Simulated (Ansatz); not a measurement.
Wanted: the native input for an Ansatz 0.2.0 run.

| Quantity | Value |
| --- | --- |
| Task | relaxation of cell and atoms |
| Functional | PBE |
| Dispersion | D3(BJ) |
| Potentials or basis | all-electron PAW datasets made for the crystal |
| k mesh | 4 × 4 × 3 |
| Occupations | fermi-dirac, width 0.05 eV |
| Spin | no spin polarisation |

Crystal: HPbNO4.

```
CELL_PARAMETERS angstrom
3.85707 0.00178 -0.03658
0.17353 4.33436 -0.01647
0.75803 0.83873 5.87662
ATOMIC_POSITIONS crystal
H 0.61511 0.89559 0.19844
Pb 0.64597 0.44651 0.91685
N 0.71474 0.23810 0.50058
O 0.16958 0.47007 0.77768
O 0.62919 0.97045 0.49845
O 0.56424 0.92583 0.03849
O 0.78022 0.42250 0.31951
```

The cell was built by a generator and needn't be a form met in nature.

The input as run:

input.yaml

```yaml
crystal:
  lattice:
    - [3.85707, 0.00178, -0.03658]
    - [0.17353, 4.33436, -0.01647]
    - [0.75803, 0.83873, 5.87662]
  atoms:
    - { symbol: H, position: [0.61511, 0.89559, 0.19844] }
    - { symbol: Pb, position: [0.64597, 0.44651, 0.91685] }
    - { symbol: "N", position: [0.71474, 0.2381, 0.50058] }
    - { symbol: O, position: [0.16958, 0.47007, 0.77768] }
    - { symbol: O, position: [0.62919, 0.97045, 0.49845] }
    - { symbol: O, position: [0.56424, 0.92583, 0.03849] }
    - { symbol: O, position: [0.78022, 0.4225, 0.31951] }
kpoints:
  mp_grid: { grid: [4, 4, 3] }
scf:
  occupations: { method: fermi_dirac, width: 0.05 }
hamiltonian:
  xc: pbe
  dispersion: d3bj
  pseudopotentials: { kind: all_electron, datasets: crystal }
output:
  forces: true
  stress: true
relax:
  f_tol: 0.02
  max_steps: 60
  cell: {}
```

Potentials or basis: all-electron PAW datasets made for the crystal.

Command:

```bash
$ ansatz run input.yaml --threads 8 --pin off --max-ram 24576MiB --backend cpu --events-out ev --progress --plain --runs-dir out
```

It gave:

* Relaxed volume: 12.97 Å³/atom
* Relaxed cell: a = 3.752 Å, b = 4.240 Å, c = 5.911 Å, α = 79.96°, β = 79.61°, γ = 83.66°
* Space group after relaxing (to 0.05 Å): P1 (No. 1)
* Energy gained by relaxing: 5.3 meV/atom
* Ionic steps: 13
* Pressure after relaxing: 0.0 GPa
* Largest force after relaxing: 0.012 eV/Å
* Band gap on the k mesh: 0.68 eV, indirect (least direct gap 0.77 eV)

Caveat: spin-orbit coupling is left out, which as a rule narrows the gap of such compounds by several tenths of an eV; an odd mesh through Γ misses points on the zone boundary, where band edges often lie.

Run time: 2.3 min on 8 threads of Intel(R) Xeon(R) 6975P-C (Granite Rapids), on a shared host, peak memory 2.8 GiB.
